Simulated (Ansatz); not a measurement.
# Sb: pressure up to the limit of the methods

One table from this session's results is given with a row withheld; the runs are named, their logs left out.

Computed with Ansatz 0.2.0 (DFT PBEsol, with the methods named in each step, unless a step's input says otherwise).

1 further run of the same task is left out (it didn't finish). Runs told in other sessions of the task aren't counted.

## Starting point

Symmetry: Im-3m, No. 229, cubic system. The conventional cell has a = 3.826 Å, b = 3.826 Å, c = 3.826 Å, α = 90.00°, β = 90.00°, γ = 90.00°. Around Sb (site symmetry m-3m) lie 8 Sb at 3.31 Å.

As a file:

```
Sb
1.0
    -1.91293    1.91293    1.91293
     1.91293   -1.91293    1.91293
     1.91293    1.91293   -1.91293
Sb
1
Cartesian
  0.0000 0.0000 0.0000
```

Whether this phase is the stable one at these pressures isn't tested.

Set-up of the first run:

input.yaml reads:

```yaml
crystal:
  lattice:
    - [-1.9129311828, 1.9129311828, 1.9129311828]
    - [1.9129311828, -1.9129311828, 1.9129311828]
    - [1.9129311828, 1.9129311828, -1.9129311828]
  atoms:
    - { symbol: Sb, position: [0.0, 0.0, 0.0] }
kpoints:
  mp_grid: { grid: [16, 16, 16] }
scf:
  occupations: { method: fermi_dirac, width: 0.05 }
hamiltonian:
  xc: pbesol
  pseudopotentials: { kind: paw }
output:
  forces: true
  stress: true
relax:
  f_tol: 0.005
  max_steps: 40
  cell: {}
```

On the command line:

```sh
$ ansatz run input.yaml --threads 1 --pin off --max-ram 2048MiB --backend cpu --events-out ev --progress --plain --runs-dir out
```

Among the steps run: Cell relaxed at zero pressure, PAW; Volume scaled by 1, PAW; Volume scaled by 1, PAW (level accurate); Volume scaled by 0.92, PAW; Volume scaled by 0.84, PAW; Volume scaled by 0.84, PAW (core large); Volume scaled by 0.76, PAW; Volume scaled by 0.68, PAW; Volume scaled by 0.6, PAW; Volume scaled by 0.52, PAW; Volume scaled by 0.45, PAW.

One table of the session follows, with a row left open; its other results are not shown here.

```
              method  volume over the first  volume (Å³/atom)  pressure (GPa)
                 PAW                      1            25.940           -0.01
                 PAW                   0.92            23.864            6.85
                 PAW                   0.84            21.789           17.83
                 PAW                   0.76            19.714           35.45
                 PAW                   0.68                 ?               ?
                 PAW                    0.6            15.564          113.14
                 PAW                   0.52            13.489          202.23
                 PAW                   0.45            11.673          346.88
    PAW (core large)                   0.84            21.789           17.83
PAW (level accurate)                      1            25.940            0.00
```

Estimate the missing values for PAW, 0.68.

The run gave: volume (Å³/atom): 17.639; pressure (GPa): 64.12. In the column «volume (Å³/atom)» it lies between PAW, 0.6 (15.564) and PAW, 0.76 (19.714).

Caveats from the session: At pressures up to 347 GPa the PAW spheres may overlap and frozen cores may not hold, so those PAW values are rough without an all-electron check. Warnings in the runs' records: datasets by core.
